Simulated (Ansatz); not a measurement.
# C₄H₈AlN: one species, many methods

The task here is to estimate one member of a computed series from the others.

Computed with Ansatz 0.2.0, Gaussian basis. Level: functionals in def2-TZVPP, the program's frozen cores in correlated methods.

Plan: PBE-D4, r2SCAN-D4, PBE0-D4, B3LYP-D4, ωB97X-V, ωB97M-V, B2PLYP; CCSD(T)/def2-TZVPP; MP2/def2-QZVPP; extrapolation to the limit.

### The geometry

All runs share one geometry, relaxed beforehand with PBE0-D4 in a triple-zeta def2 set.

SMILES `C#[C][Al]([CH3])[NH]C`, 14 atoms, charge 0, spin multiplicity 1.

Atoms are counted from 1 here; the program's logs count them from 0.

Bond lengths: C1–C2 1.211 Å, C1–H7 1.067 Å, C2–Al3 1.914 Å, Al3–C4 1.943 Å, Al3–N5 1.766 Å, C4–H8 1.094 Å, C4–H9 1.093 Å, C4–H10 1.094 Å, N5–C6 1.445 Å, N5–H11 1.010 Å, C6–H12 1.097 Å, C6–H13 1.093 Å, C6–H14 1.097 Å. Angles: C2–C1–H7 179.9°, C1–C2–Al3 178.8°, C2–Al3–C4 122.3°, C2–Al3–N5 114.9°, C4–Al3–N5 122.8°, Al3–C4–H8 110.7°, Al3–C4–H9 113.0°, Al3–C4–H10 110.8°, H8–C4–H9 107.7°, H8–C4–H10 106.6°, H9–C4–H10 107.8°, Al3–N5–C6 129.7°, Al3–N5–H11 118.3°, C6–N5–H11 112.0°, N5–C6–H12 112.4°, N5–C6–H13 110.1°, N5–C6–H14 112.4°, H12–C6–H13 107.0° and more.

Set-up of the first run:

The input, in.yaml:

```yaml
crystal:
  periodic: [false, false, false]
  atoms:
    - {symbol: C, position_ang: [2.833509, 1.408695, -1.669959]}
    - {symbol: C, position_ang: [1.901317, 0.977621, -1.028785]}
    - {symbol: Al, position_ang: [0.439334, 0.317421, 0.015846]}
    - {symbol: C, position_ang: [0.187360, 0.810663, 1.877748]}
    - {symbol: N, position_ang: [-0.654910, -0.771472, -0.842853]}
    - {symbol: C, position_ang: [-1.843350, -1.446545, -0.372442]}
    - {symbol: H, position_ang: [3.654072, 1.787389, -2.236507]}
    - {symbol: H, position_ang: [1.026934, 0.462471, 2.487466]}
    - {symbol: H, position_ang: [-0.728551, 0.399202, 2.308542]}
    - {symbol: H, position_ang: [0.150388, 1.898521, 1.989604]}
    - {symbol: H, position_ang: [-0.457122, -0.982842, -1.810031]}
    - {symbol: H, position_ang: [-1.754816, -2.538315, -0.429437]}
    - {symbol: H, position_ang: [-2.027623, -1.194683, 0.674742]}
    - {symbol: H, position_ang: [-2.739343, -1.157429, -0.935133]}
basis:
  gaussian: {orbitals: def2-TZVPP}
hamiltonian: {xc: pbe, dispersion: d4}
output: {forces: true, orbitals: {seedname: orbitals}}
```

The run is started by

```sh
ansatz run in.yaml --threads 4 --pin off --events-out ev --progress --plain --max-ram 10444MiB
```

Among the steps run: PBE-D4 (GGA); r2SCAN-D4 (meta-GGA); PBE0-D4 (hybrid); B3LYP-D4 (hybrid); ωB97X-V (range-separated); ωB97M-V (range-separated); B2PLYP (double hybrid); CCSD(T) in def2-TZVPP; MP2 in def2-QZVPP.

One of the session's tables, all rows but one given; the rest of the session is left out.

It belongs to the step «Atomisation energies». 

| method | atomisation energy (kcal/mol) |
| --- | --- |
| PBE-D4 | 1344.5 |
| r2SCAN-D4 | 1319.0 |
| PBE0-D4 | 1321.2 |
| B3LYP-D4 | 1319.7 |
| ωB97X-V | 1317.9 |
| ωB97M-V | 1321.6 |
| B2PLYP | ? |
| HF/def2-TZVPP | 964.7 |
| MP2/def2-TZVPP | 1306.2 |
| CCSD/def2-TZVPP | 1263.7 |
| CCSD(T)/def2-TZVPP | 1283.9 |
| MP2/CBS | 1339.7 |
| CCSD(T)/CBS | 1317.4 |

Estimate the missing values for B2PLYP.

**Answer.** atomisation energy (kcal/mol): 1307.7. In the column «atomisation energy (kcal/mol)» it lies between MP2/def2-TZVPP (1306.2) and CCSD(T)/CBS (1317.4).
